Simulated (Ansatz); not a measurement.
# MnS: the cost of one run

Program: Ansatz 0.2.0. Level of theory: DFT r²SCAN+U (U = 2 eV, J = 0.9 eV on Mn d), plane waves, PAW. These are calculated values, not measurements.

The COD entry's cell or inner coordinates are ideal or old and differ from later refinements, so a difference from it is no clean test against experiment.

## 1. The system as given

It takes space group P6_3mc (No. 186, hexagonal). The conventional cell has a = 3.976 Å, b = 3.976 Å, c = 6.432 Å, α = 90.00°, β = 90.00°, γ = 120.00°. Mn (site symmetry 3m) has 4 S at 2.41 to 2.48 Å as nearest neighbours. S (site symmetry 3m) is surrounded by 4 Mn at 2.41 to 2.48 Å.

Coordinates:

```
Mn S
1.0
     3.97600    0.00000    0.00000
    -1.98800    3.44332    0.00000
     0.00000    0.00000    6.43200
Mn S
2 2
Direct
  0.33333 0.66667 0.00000
  0.66667 0.33333 0.50000
  0.33333 0.66667 0.38500
  0.66667 0.33333 0.88500
```

Magnetic order typed: ferromagnetic.

An earlier series on this cell reached its lowest free state from «from atoms, default search», perhaps among other starts.

## 2. Random orbitals: single harmonics, second filling

File input.yaml:

```yaml
crystal:
  lattice:
    - [3.97600161, 0.0, 0.0]
    - [-1.9880008, 3.4433184, 0.0]
    - [0.0, 0.0, 6.4320005]
  atoms:
    - { symbol: Mn, position: [0.3333333333, 0.6666666667, 0.0], spin: 1.0 }
    - { symbol: Mn, position: [0.6666666667, 0.3333333333, 0.5], spin: 1.0 }
    - { symbol: S, position: [0.3333333333, 0.6666666667, 0.385] }
    - { symbol: S, position: [0.6666666667, 0.3333333333, 0.885] }
basis:
  ecutwfc: 500
  ecutrho_ratio: 4
kpoints:
  mp_grid: { grid: [6, 6, 3] }
hamiltonian:
  xc: r2scan
  hubbard:
    sites:
      - { site: 0, l: d, u: 2.0, j: 0.9, starting_ns: [{ spin: up, occupation_matrix: s0up }, { spin: down, occupation_matrix: s0down }] }
      - { site: 1, l: d, u: 2.0, j: 0.9, starting_ns: [{ spin: up, occupation_matrix: s1up }, { spin: down, occupation_matrix: s1down }] }
    occupation_matrices:
      s0up:
        matrix:
          - [0.02, 0.0, 0.0, 0.0, 0.0]
          - [0.0, 0.97, 0.0, 0.0, 0.0]
          - [0.0, 0.0, 0.97, 0.0, 0.0]
          - [0.0, 0.0, 0.0, 0.97, 0.0]
          - [0.0, 0.0, 0.0, 0.0, 0.02]
      s0down:
        matrix:
          - [0.02, 0.0, 0.0, 0.0, 0.0]
          - [0.0, 0.97, 0.0, 0.0, 0.0]
          - [0.0, 0.0, 0.02, 0.0, 0.0]
          - [0.0, 0.0, 0.0, 0.97, 0.0]
          - [0.0, 0.0, 0.0, 0.0, 0.02]
      s1up:
        matrix:
          - [0.97, 0.0, 0.0, 0.0, 0.0]
          - [0.0, 0.02, 0.0, 0.0, 0.0]
          - [0.0, 0.0, 0.97, 0.0, 0.0]
          - [0.0, 0.0, 0.0, 0.97, 0.0]
          - [0.0, 0.0, 0.0, 0.0, 0.02]
      s1down:
        matrix:
          - [0.02, 0.0, 0.0, 0.0, 0.0]
          - [0.0, 0.02, 0.0, 0.0, 0.0]
          - [0.0, 0.0, 0.97, 0.0, 0.0]
          - [0.0, 0.0, 0.0, 0.02, 0.0]
          - [0.0, 0.0, 0.0, 0.0, 0.97]
    ns_hold: { iters: 12 }
scf:
  occupations: { method: gaussian, width: 0.05 }
  lower_state_search: "off"
  max_iter: 150
output:
  forces: true
  stress: true
  eigenvalues: true
  populations: true
  hubbard: { sites: [{ site: 0, l: d }, { site: 1, l: d }] }
magnetization:
  spin_polarized: true
```

The typed matrices put 0.97 on the chosen orbitals and 0.02 on the others, and are held for 12 cycles.

Started as:

```console
$ ansatz run input.yaml --threads 4 --pin off --max-ram 6144MiB --backend cpu --events-out ev --progress --plain --runs-dir out
```

Q: Estimate wall time and peak memory on 4 threads of Arm Neoverse V2, shared host.

About 5.2 min, with a peak of 0.89 GiB.
